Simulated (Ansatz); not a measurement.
A nudged elastic band was laid between two geometries of a periodic cell of 17 atoms, Si16Au (host Si, host structure diamond, interstitial Au).

These are results of Ansatz, DFT PBE, scalar-relativistic, plane waves, PAW, not measurements. Settings: PAW set soft_1, cutoff 420 eV, k mesh 2x2x2, gaussian smearing 0.05 eV, spin collinear.

```json
{"movable images": "3", "climbing image": "yes", "spring": "5.0 eV/Å²", "optimiser": "quadratic models (default)", "start path": "straight line", "force threshold": "0.05 eV/Å", "iteration limit": "80", "end points": "relaxed"}
```

Initial state:

```xyz
17
Lattice="0.0000 5.4300 5.4300 5.4300 0.0000 5.4300 5.4300 5.4300 0.0000" Properties=species:S:1:pos:R:3
Si 0.240 0.241 0.243
Si 1.581 1.582 1.583
Si 2.822 2.825 0.017
Si 4.214 4.225 1.256
Si 2.826 0.021 2.829
Si 4.221 1.259 4.225
Si 5.602 2.641 2.642
Si 6.843 4.038 4.035
Si 0.016 2.827 2.826
Si 1.256 4.226 4.219
Si 2.636 5.607 2.640
Si 4.032 6.844 4.033
Si 2.640 2.645 5.607
Si 4.035 4.041 6.846
Si 5.277 5.282 5.278
Si 6.619 6.624 6.619
Au 3.426 3.430 3.429
```

Final state:

```xyz
17
Lattice="0.0000 5.4300 5.4300 5.4300 0.0000 5.4300 5.4300 5.4300 0.0000" Properties=species:S:1:pos:R:3
Si 0.167 -0.155 -0.166
Si 1.176 1.288 1.293
Si 2.568 2.860 -0.101
Si 4.152 4.246 1.281
Si 2.562 -0.097 2.867
Si 4.140 1.289 4.253
Si 5.533 2.861 2.860
Si 6.547 4.308 4.313
Si -0.060 2.692 2.683
Si 1.508 3.935 3.923
Si 2.758 5.488 2.673
Si 3.965 6.897 4.088
Si 2.749 2.692 5.489
Si 3.959 4.100 6.902
Si 5.209 5.654 5.651
Si 6.774 6.896 6.894
Au 3.350 2.080 2.080
```

Problem. Which bonds break or form, and what moves?

Solution. Contacts lost: Si10–Au17, Si11–Au17, Si13–Au17. Contacts made: Si2–Au17, Si3–Au17, Si5–Au17. The atom that moves furthest is Au17, by 1.91 Å; four of its nearest neighbours are Si10 2.44, Si4 2.44, Si7 2.44, Si6 2.45 Å at the first end and Si6 2.44, Si2 2.44, Si4 2.44, Si3 2.44 Å at the last.

Problem. Give the energies along the band, and the barrier.

Solution. The forces met the threshold. The highest image is number 2 of 0 to 4, 0.38 eV above the ends, which have the same energy within 2 meV. By the program's own check the climbing image is of a kind that is not told: the force calls were inconclusive, a negative curvature could not be distinguished from the path's own, the only one lies far off the path, or fixed occupations may fill a level only in part (lowest curvatures found: -1.12 and 0.11 eV/Å²). Limits of this set-up: coarse k mesh, a small cell, in which the defect meets its images.

```
image  path coordinate (Å)  energy (eV)  Si10–Au17 (Å)  Si11–Au17 (Å)  Si13–Au17 (Å)
    0                 0.00         0.00           2.44           2.45           2.45
    1                 0.67         0.16           2.42           2.55           2.47
    2                 1.33         0.38           2.50           2.91           2.63
    3                 2.00         0.17           2.79           3.22           3.09
    4                 2.67         0.00           3.20           3.51           3.52
```

Problem. What is the geometry of the highest image?

Solution. 
```xyz
17
Lattice="0.0000 5.4300 5.4300 5.4300 0.0000 5.4300 5.4300 5.4300 0.0000" Properties=species:S:1:pos:R:3:forces:R:3
Si 0.261 -0.090 0.169 -0.01 0.00 0.00
Si 1.371 1.449 1.446 0.00 0.01 -0.01
Si 2.651 2.839 -0.005 0.00 -0.01 0.00
Si 4.084 4.208 1.303 0.01 0.00 0.00
Si 2.809 0.015 2.850 0.00 0.00 0.00
Si 4.368 1.214 4.289 0.00 0.00 0.00
Si 5.551 2.771 2.737 0.00 0.00 0.00
Si 6.741 4.202 4.108 0.00 0.00 0.00
Si -0.091 2.791 2.719 0.00 0.00 0.00
Si 1.372 4.062 4.060 0.00 0.01 -0.01
Si 2.651 5.515 2.671 0.00 -0.01 0.01
Si 3.946 6.899 4.040 0.00 0.00 0.00
Si 2.812 2.654 5.492 0.00 0.00 0.00
Si 4.041 4.154 6.782 0.01 0.00 0.00
Si 5.318 5.546 5.392 0.00 0.00 0.00
Si 6.742 6.829 6.735 0.00 0.00 0.00
Au 3.045 2.640 2.867 -0.01 0.00 0.00
```

The run took 8.6 min on 2 threads of Arm Neoverse V1, with other jobs on the host, peak memory 1.5 GiB.
